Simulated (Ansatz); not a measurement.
# CH4B2O (SMILES BOB=C): functionals against CCSD(T) at one geometry

A test off equilibrium: a structure displaced at random from a GFN2-xTB minimum is computed at several levels, and each is set against CCSD(T).

Computed with Ansatz 0.2.0, Gaussian basis. Level: single points in def2-TZVPP.

Correlated methods freeze the cores.

## Step 1: The starting structure

SMILES `BOB=C`, 8 atoms, charge 0, spin multiplicity 1.

Atoms are counted from 1 here; the program's logs count them from 0.

Bond lengths: B1–O2 1.318 Å, B1–H5 1.220 Å, B1–H6 1.164 Å, O2–B3 1.245 Å, B3–C4 1.444 Å, C4–H7 1.084 Å, C4–H8 1.031 Å. Angles: O2–B1–H5 115.4°, O2–B1–H6 121.7°, H5–B1–H6 122.4°, B1–O2–B3 175.2°, O2–B3–C4 177.4°, B3–C4–H7 120.2°, B3–C4–H8 121.7°, H7–C4–H8 117.3°.

As a file:

```csv
atom,x (Å),y (Å),z (Å)
B1,-1.43760,-1.32510,0.36910
O2,-0.46140,-0.49780,0.05200
B3,0.42710,0.34490,-0.16990
C4,1.46130,1.33400,-0.36180
H5,-2.53770,-0.81370,0.49440
H6,-1.23240,-2.43870,0.64020
H7,1.19770,2.37140,-0.53320
H8,2.44820,1.06780,-0.49550
```

## Step 2: CCSD(T)/def2-TZVPP

run/in.yaml reads:

```yaml
crystal:
  periodic: [false, false, false]
  atoms:
    - {symbol: B, position_ang: [-1.437600, -1.325100, 0.369100]}
    - {symbol: O, position_ang: [-0.461400, -0.497800, 0.052000]}
    - {symbol: B, position_ang: [0.427100, 0.344900, -0.169900]}
    - {symbol: C, position_ang: [1.461300, 1.334000, -0.361800]}
    - {symbol: H, position_ang: [-2.537700, -0.813700, 0.494400]}
    - {symbol: H, position_ang: [-1.232400, -2.438700, 0.640200]}
    - {symbol: H, position_ang: [1.197700, 2.371400, -0.533200]}
    - {symbol: H, position_ang: [2.448200, 1.067800, -0.495500]}
basis:
  gaussian: {orbitals: def2-TZVPP}
correlation: {method: ccsd_t}
output: {forces: true}
```

No record of the launch command was kept for these runs.

## Step 3: PBE0-D4/def2-TZVPP

Edit run/in.yaml of step 2 so:

```diff
@@ -13,3 +13,3 @@
   gaussian: {orbitals: def2-TZVPP}
-correlation: {method: ccsd_t}
-output: {forces: true}
+hamiltonian: {xc: pbe0, dispersion: d4}
+output: {forces: true, orbitals: {seedname: orbitals}}
```

## Step 4: wB97M-V/def2-TZVPP

Edit run/in.yaml of step 3 so:

```diff
@@ -13,3 +13,3 @@
   gaussian: {orbitals: def2-TZVPP}
-hamiltonian: {xc: pbe0, dispersion: d4}
-output: {forces: true, orbitals: {seedname: orbitals}}
+hamiltonian: {xc: {name: wB97M-V}}
+output: {forces: true}
```

## Step 5: r2SCAN-D4/def2-TZVPP

Edit run/in.yaml of step 4 so:

```diff
@@ -13,3 +13,3 @@
   gaussian: {orbitals: def2-TZVPP}
-hamiltonian: {xc: {name: wB97M-V}}
+hamiltonian: {xc: r2scan, dispersion: d4}
 output: {forces: true}
```

## Step 6: PBE-D4/def2-TZVPP

Edit run/in.yaml of step 5 so:

```diff
@@ -13,3 +13,3 @@
   gaussian: {orbitals: def2-TZVPP}
-hamiltonian: {xc: r2scan, dispersion: d4}
+hamiltonian: {xc: pbe, dispersion: d4}
 output: {forces: true}
```

## Step 7: revPBE-D4/def2-TZVPP

Edit run/in.yaml of step 6 so:

```diff
@@ -13,3 +13,3 @@
   gaussian: {orbitals: def2-TZVPP}
-hamiltonian: {xc: pbe, dispersion: d4}
+hamiltonian: {xc: {name: revPBE}, dispersion: d4}
 output: {forces: true}
```

## Step 8: LC-wPBE/def2-TZVPP

Edit run/in.yaml of step 7 so:

```diff
@@ -13,3 +13,3 @@
   gaussian: {orbitals: def2-TZVPP}
-hamiltonian: {xc: {name: revPBE}, dispersion: d4}
+hamiltonian: {xc: {name: LC-wPBE}}
 output: {forces: true}
```

(Steps that only read results are left out.)

Before running it: what results should come out? Wanted: energy less free atoms, CCSD(T)/def2-TZVPP; RMS force component; RMS force error; HOMO and LUMO, PBE0-D4; T1 diagnostic.

**Answer**, as computed:

| quantity | value |
| --- | --- |
| energy less free atoms, CCSD(T)/def2-TZVPP | -3111.5 kJ/mol |
| RMS force component | 1.478 to 1.637 eV/Å over the methods |
| RMS force error | PBE0-D4 0.164, wB97M-V 0.131, r2SCAN-D4 0.145, PBE-D4 0.163, revPBE-D4 0.151, LC-wPBE 0.204 eV/Å |
| HOMO and LUMO, PBE0-D4 | -5.99 and -1.52 eV |
| T1 diagnostic | 0.017 |

What this shows: Against CCSD(T) the functionals' energies less atoms differ by -182.2 to -91.9 kJ/mol, PBE-D4 by -182.2 kJ/mol. CCSD(T) in triple zeta still lacks some correlation energy of the bonds, so part of these gaps is its own basis error and they don't rank the functionals. The forces of wB97M-V come nearest to CCSD(T), those of LC-wPBE are farthest. Frozen-core CCSD(T) forces in triple zeta carry basis errors of their own, and this is one geometry, so small gaps rank nothing.
